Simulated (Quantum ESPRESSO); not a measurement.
**LuH2: equation of state with PBE**

LuH2:

```
Lu H
1.0
     0.00000    2.51650    2.51650
     2.51650    0.00000    2.51650
     2.51650    2.51650    0.00000
Lu H
1 2
Direct
  0.00000 0.00000 0.00000
  0.75000 0.75000 0.75000
  0.25000 0.25000 0.25000
```

```
Program             : Quantum ESPRESSO 7.5
Task                : equation of state
Functional          : PBE
Potentials or basis : SSSP 1.3 efficiency PBE
Cutoff              : 816 eV
Density cutoff      : 6531 eV
k mesh              : 9 × 9 × 9
Occupations         : fermi-dirac, width 0.05 eV
Spin                : no spin polarisation
Mixing beta         : 0.5
Most SCF iterations : 120
SCF threshold       : 6e-10 Ry
```

```
Equilibrium volume                      : 10.56 Å³/atom
Bulk modulus                            : 91 GPa
Pressure derivative of the bulk modulus : 3.9
```

Energy against volume, from the lowest point:
```tsv
volume (Å³/atom)	energy (meV/atom)
9.987	9.47
10.199	3.52
10.412	0.46
10.624	0.00
10.837	1.91
11.049	5.96
11.262	11.96
```

All runs of the series together: 6.3 min on 1 thread of Arm Neoverse V1 (shared host).

The run has no spin-orbit coupling, so splittings on Lu are missing.
